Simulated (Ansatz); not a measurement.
Runs of Ansatz 0.2.0 on MgGe2. It takes space group C2/m (No. 12, monoclinic). The conventional cell has a = 11.043 Å, b = 3.700 Å, c = 6.815 Å, α = 90.00°, β = 118.17°, γ = 90.00°. Ge (site symmetry m) has 2 Ge at 2.70 Å and 3 Mg at 2.89 to 3.00 Å as nearest neighbours. Around Ge (site symmetry m) lie 3 Ge at 2.55 to 2.70 Å and 1 Mg at 2.89 Å. Mg (site symmetry m) is surrounded by 8 Ge at 2.89 to 3.16 Å. The cell comes from a database or a generator and needn't be the stable form of this composition.

```csv
task,level,spin,cell,k mesh,cutoff (eV),points for each segment of the path,gap on the mesh (eV),pressure (GPa),relaxed volume (Å³/atom),largest force (eV/Å)
band structure,PBE,off,as given,8 × 8 × 5,420,14,none,-0.4,-,0.12
density of states,PBEsol,off,as given,8 × 8 × 4,420,-,none,(c),-,0.17
relaxation of cell and atoms,PBE,off,relaxed,8 × 8 × 5,420,-,none,0.0,21.22,-
relaxation of cell and atoms,r2SCAN,off,relaxed,8 × 8 × 5,500,-,none,0.0,(a),0.01
band structure,PBEsol,"SOC, no magnetisation",as given,8 × 8 × 5,420,14,none,-2.7,-,(b)
```

Alike in all rows: potentials or basis Ansatz PAW; smearing fermi-dirac 0.05 eV.

Fill in the values left out.

(a) 20.52; (b) 0.16; (c) -2.8.

Caveats: the PAW data sets come from PBE, with cores solved anew for the run's functional, which leaves a small shift of forces and pressure (some runs); the plane-wave basis is chosen anew once the cell has moved, so the energies of steps on either side of that aren't comparable (some runs); the density of states is complete only up to the lowest level of the last band computed (some runs).

A k mesh can miss the band edges, and rows without SOC leave out spin-orbit coupling on Ge.

A gap of «none» marks a metal or a gap under the smearing width.
